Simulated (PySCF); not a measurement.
**C₅H₁₂Ge: geometry, NMR shifts, spin-spin couplings and electronic excitations**

Aim: predict the NMR shifts, spin-spin couplings and electronic excitations of C₅H₁₂Ge (`C1C[CH2][GeH2][CH2]C1`).

The runs use PySCF 2.14.0, with density-fitted response routines of our own; the level of theory stands in each step. All values are computed, except where a source is named. Atoms are numbered from 0 throughout.

### Step 1. The molecule as given

18 atoms, charge 0, multiplicity 1; geometry from: GFN2-xTB.

Bonds of the start (Å): C0–C1 1.53, C1–C2 1.53, C2–Ge3 1.97, Ge3–C4 1.97, C4–C5 1.53, C5–C0 1.53, C0–H6 1.09, C0–H7 1.09, C1–H8 1.09, C1–H9 1.09, C2–H10 1.09, C2–H11 1.09, Ge3–H12 1.51, Ge3–H13 1.51, C4–H14 1.09, C4–H15 1.09, C5–H16 1.09, C5–H17 1.09.

### Step 2. Relaxing the molecule at PBE0-D3(BJ)/def2-SVP

The job: settings as JSON, then the geometry in Å.

```
{"job": {"xc": "PBE0", "basis": "def2-SVP", "d3": "d3bj", "grid": 1, "kind": "geom"}, "charge": 0, "multiplicity": 1}
C     -0.697110    -1.268330    -0.125030
C      0.786260    -1.293000     0.242220
C      1.595780    -0.203940    -0.457510
Ge     0.838980     1.562480    -0.006480
C     -1.101860     1.246620    -0.185890
C     -1.456280    -0.084350     0.473400
H     -0.800990    -1.253730    -1.213160
H     -1.157860    -2.191430     0.237250
H      1.197510    -2.273000    -0.018170
H      0.882470    -1.177920     1.325630
H      1.537250    -0.347980    -1.538420
H      2.646880    -0.289160    -0.179800
H      1.343100     2.665140    -0.903640
H      1.192760     1.963910     1.402640
H     -1.360350     1.204000    -1.246340
H     -1.694900     2.048440     0.255880
H     -1.238380    -0.031010     1.544160
H     -2.530780    -0.264080     0.369950
```

Started as:

```sh
> OMP_NUM_THREADS=1 python probes_run.py task.json out
```

One launch serves the whole session: the jobs run in the order shown.

**Question.** This job is followed by: GIAO PBE0/pcSseg-1 NMR shielding, non-relativistic, gas phase; B3LYP/pcJ-1 Ge:pcSseg-1 indirect spin-spin coupling, non-relativistic, gas phase; TDDFT CAM-B3LYP/def2-SVPD, vertical, gas phase, core orbitals frozen in the response; GIAO HF/pcSseg-1 NMR shielding, non-relativistic, gas phase. Predict these results of the whole session: point group; rotational constants (main isotopes); ¹³C shifts against TMS (PBE0/pcSseg-1, means over atoms taken as alike); ¹H shifts against TMS (PBE0/pcSseg-1, means over atoms taken as alike); ⁷³Ge shifts against GeMe4 (PBE0/pcSseg-1); largest coupling of the table (B3LYP/pcSseg-1+pcJ-1); lowest singlet (CAM-B3LYP/def2-SVPD); brightest single state of those computed; lowest triplet; vertical ionisation energy (ΔSCF); range of the shift of Ge3.

As calculated:

| quantity | value |
| --- | --- |
| point group | Cs |
| rotational constants (main isotopes) | 3.51, 2.04, 1.41 GHz |
| ¹³C shifts against TMS (PBE0/pcSseg-1, means over atoms taken as alike) | 31.6, 28.4, 11.7 ppm |
| ¹H shifts against TMS (PBE0/pcSseg-1, means over atoms taken as alike) | 3.94, 1.65, 1.32, 0.86 ppm |
| ⁷³Ge shifts against GeMe4 (PBE0/pcSseg-1) | -152 ppm |
| largest coupling of the table (B3LYP/pcSseg-1+pcJ-1) | ¹J(C,H) C2–H10, 134.7 Hz |
| lowest singlet (CAM-B3LYP/def2-SVPD) | 7.27 eV (171 nm), f = 0.002 |
| brightest single state of those computed | state 9, 8.55 eV, f = 0.112 |
| lowest triplet | 7.09 eV |
| vertical ionisation energy (ΔSCF) | 9.57 eV |
| range of the shift of Ge3 | -152 to -124 ppm |

**Reading.** Relaxing lowered the energy by 0.079 eV in 6 steps; the close pair that moved most is Ge3–H13, from 1.507 to 1.546 Å. At PBE0/pcSseg-1: Shielding is most anisotropic at Ge3 (span 116 ppm, paramagnetic term -1273 ppm). In the run at B3LYP/pcSseg-1+pcJ-1, the largest coupling of the table is C2–H10 (mean over like pairs), 134.7 Hz, of which the Fermi-contact term gives 132.2 Hz. Couplings across rotatable bonds belong to this one conformer; where others are populated, the observed values are averages. The lowest singlet, at 7.27 eV, is HOMO→LUMO 0.90 and is weak; of the 10 states computed, the strongest absorption comes from state 9 at 8.55 eV. The lowest triplet lies 0.18 eV below the lowest singlet (triplets in Tamm-Dancoff, singlets in full TDDFT). ΔSCF puts the ionisation energy at 9.57 eV, 0.71 eV above −ε(HOMO). In ppm, Ge3 moves most: its shift spreads over 28 ppm, from -152 (PBE0/pcSseg-1) to -124 (HF/pcSseg-1). Spin-orbit coupling is left out, which matters for shieldings and couplings at and beside the heavy atoms.
